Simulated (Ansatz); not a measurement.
# LiAgC: the cost of one run

Method: DFT PBE, scalar-relativistic, plane waves, PAW, in Ansatz 0.2.0.

1 further run of the same task is left out (it didn't finish).

## Step 1: Starting point

Symmetry: P6_3/mmc, No. 194, hexagonal system. The conventional cell has a = 4.109 Å, b = 4.109 Å, c = 6.254 Å, α = 90.00°, β = 90.00°, γ = 120.00°. Li (site symmetry -3m) is surrounded by 6 Ag at 2.84 Å and 6 C at 2.84 Å and 2 Li at 3.13 Å. Ag (site symmetry -6m2) is surrounded by 3 C at 2.37 Å. Around C (site symmetry -6m2) lie 3 Ag at 2.37 Å and 6 Li at 2.84 Å.

As a file:

```xyz
6
Lattice="4.1088 0.0000 0.0000 -2.0544 3.5583 0.0000 0.0000 0.0000 6.2539" Properties=species:S:1:pos:R:3 pbc="T T T"
Li    0.0000    0.0000    3.1269
Li    0.0000    0.0000    0.0000
Ag    2.0544    1.1861    1.5635
Ag    0.0000    2.3722    4.6904
C     2.0544    1.1861    4.6904
C     0.0000    2.3722    1.5635
```

The cell is invented: species swapped into a database cell of YbCuPb (P6_3/mmc, No. 194), with Li on the Yb sites, Ag on the Cu sites and C on the Pb sites. Lengths come from tabulated atomic sizes and are only a guess.

## Step 2: The guess as it stands, on a coarse mesh

Contents of input.yaml:

```yaml
crystal:
  lattice:
    - [4.108805, 0.0, 0.0]
    - [-2.0544025, 3.55832951, 0.0]
    - [0.0, 0.0, 6.25386325]
  atoms:
    - { symbol: Li, position: [0.0, 0.0, 0.5] }
    - { symbol: Li, position: [0.0, 0.0, 0.0] }
    - { symbol: Ag, position: [0.66666667, 0.33333333, 0.25] }
    - { symbol: Ag, position: [0.33333333, 0.66666667, 0.75] }
    - { symbol: C, position: [0.66666667, 0.33333333, 0.75] }
    - { symbol: C, position: [0.33333333, 0.66666667, 0.25] }
basis:
  ecutwfc: 420
kpoints:
  mp_grid: { grid: [6, 6, 4] }
hamiltonian:
  xc: pbe
scf:
  occupations: { method: gaussian, width: 0.1 }
  lower_state_search: "off"
output:
  forces: true
  stress: true
  eigenvalues: true
```

Command:

```sh
$ ansatz run input.yaml --threads 1 --pin off --max-ram 2560MiB --backend cpu --events-out ev --progress --plain --runs-dir out
```

What time and memory should one allow on 1 thread of Arm Neoverse V1, shared host?

About 2.9 s, with a peak of 0.31 GiB.
